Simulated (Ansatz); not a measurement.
Crystal: Hf2Pd2Se2Br2O3.

```
Hf Pd Se Br O
1.0
     7.58666   -1.70971   -1.17576
     7.58666    1.70971   -1.17576
    -2.02446    0.00000   13.05155
Hf Pd Se Br O
2 2 2 2 3
Direct
  0.94514 0.94514 0.06144
  0.60628 0.60628 0.28309
  0.17920 0.17920 0.50964
  0.32286 0.32286 0.74307
  0.92232 0.92232 0.84566
  0.78991 0.78991 0.58800
  0.58645 0.58645 0.04520
  0.24604 0.24604 0.28651
  0.59701 0.59701 0.42127
  0.38554 0.38554 0.07302
  0.03094 0.03094 0.22169
```

The cell was built by a generator and needn't be a form met in nature.

Base run:

| Property | Result |
| --- | --- |
| Program | Ansatz 0.2.0 |
| Functional | r2SCAN |
| Potentials or basis | Ansatz PAW |
| Cutoff | 500 eV |
| Density cutoff | 2000 eV |
| k mesh | 8 × 8 × 2 |
| Occupations | fermi-dirac, width 0.05 eV |
| Spin | no spin polarisation |

Its results: band gap on the k mesh 0.99 eV, indirect (least direct gap 1.01 eV); pressure -1.5 GPa; largest force 0.521 eV/Å.

After a change of settings the same cell gave: band gap on the k mesh 1.20 eV, indirect (least direct gap 1.24 eV); pressure 1.3 GPa; largest force 0.370 eV/Å. Which change was it?
A. functional from r2SCAN to PBE; cutoff from 500 eV to 420 eV; density cutoff from 2000 eV to 1680 eV; hubbard terms from none to Hf d U = 8 eV, Pd d U = 8 eV; hubbard projectors from none to ortho-atomic (the default)
B. functional from r2SCAN to PBE; cutoff from 500 eV to 420 eV; density cutoff from 2000 eV to 1680 eV; hubbard terms from none to Hf d U = 4 eV, Pd d U = 4 eV; hubbard projectors from none to ortho-atomic (the default)
C. functional from r2SCAN to revPBE; cutoff from 500 eV to 420 eV; density cutoff from 2000 eV to 1680 eV

B.

Caveats: spin-orbit coupling is left out, which moves the levels of the heavy elements; the k mesh misses the band edges, so the gap on the mesh is wider than the one along the path (some runs); the PAW data sets come from PBE, with cores solved anew for the run's functional, which leaves a small shift of forces and pressure (some runs).

Not every run made on this cell is shown here.
